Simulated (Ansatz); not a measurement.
Input of an Ansatz 0.2.0 run:

File input.yaml:

```yaml
crystal:
  lattice:
    - [6.48991, -6.67692, -0.04765]
    - [6.48991, 6.67692, -0.04765]
    - [-1.96739, 0.0, 5.7522]
  atoms:
    - { symbol: Ba, position: [0.47917, 0.52083, 0.0] }
    - { symbol: Ba, position: [0.79264, 0.20736, 0.0] }
    - { symbol: V, position: [0.65694, 0.94605, 0.25735], spin: 2.0 }
    - { symbol: V, position: [0.05395, 0.34306, 0.74265], spin: 2.0 }
    - { symbol: V, position: [0.57442, 0.42558, 0.5], spin: 2.0 }
    - { symbol: Tl, position: [0.49835, 0.85629, 0.63726] }
    - { symbol: Tl, position: [0.14371, 0.50165, 0.36274] }
    - { symbol: Tl, position: [0.01508, 0.98492, 0.5] }
    - { symbol: Tl, position: [0.30964, 0.12677, 0.21892] }
    - { symbol: Tl, position: [0.87323, 0.69036, 0.78108] }
    - { symbol: O, position: [0.0039, 0.26325, 0.44275] }
    - { symbol: O, position: [0.59719, 0.60676, 0.67706] }
    - { symbol: O, position: [0.91333, 0.4282, 0.84635] }
    - { symbol: O, position: [0.52536, 0.79943, 0.20594] }
    - { symbol: O, position: [0.68766, 0.41628, 0.31356] }
    - { symbol: O, position: [0.09251, 0.20316, 0.88601] }
    - { symbol: O, position: [0.58372, 0.31234, 0.68644] }
    - { symbol: O, position: [0.79684, 0.90749, 0.11399] }
    - { symbol: O, position: [0.5718, 0.08667, 0.15365] }
    - { symbol: O, position: [0.20057, 0.47464, 0.79406] }
    - { symbol: O, position: [0.73675, 0.9961, 0.55725] }
    - { symbol: O, position: [0.39324, 0.40281, 0.32294] }
hamiltonian:
  xc: pbe
  pseudopotentials: { kind: paw }
  hubbard: { sites: [{ species: V, l: d, u_eff: 6.0 }] }
magnetization:
  spin_polarized: true
kpoints:
  mp_grid: { grid: [3, 3, 5] }
scf:
  occupations: { method: fermi_dirac, width: 0.05 }
  n_extra_bands: 55
output:
  forces: true
  stress: true
  eigenvalues: true
  dos: { projected: true, de: 0.05, nscf_kmesh: { grid: [5, 5, 8] } }
  write_density: true
  write_potential: true
  elf: true
  volumetric_format: npy
```

Potentials or basis: Ansatz PAW.

Launch:

```console
$ ansatz run input.yaml --threads 8 --pin off --max-ram 20480MiB --backend cpu --events-out ev --progress --plain --runs-dir out
```

(1) What does it give for the absolute moment?

(2) What does it give for the pressure?

(3) What does it give for the band gap on the k mesh?

## Answers

(1) 0.00 μB per cell.

(2) 0.5 GPa.

(3) 2.94 eV, indirect (least direct gap 2.98 eV).

Caveat: the magnetic or orbital state may not be the lowest; odd divisions of the mesh miss points on the zone boundary, where band edges often lie, so the gap on the mesh can be too wide; the pressure holds a Pulay correction of +0.3 GPa for the finite cutoff; spin-orbit coupling is left out, which as a rule narrows the gap of such compounds by several tenths of an eV; the starting moments weren't kept.
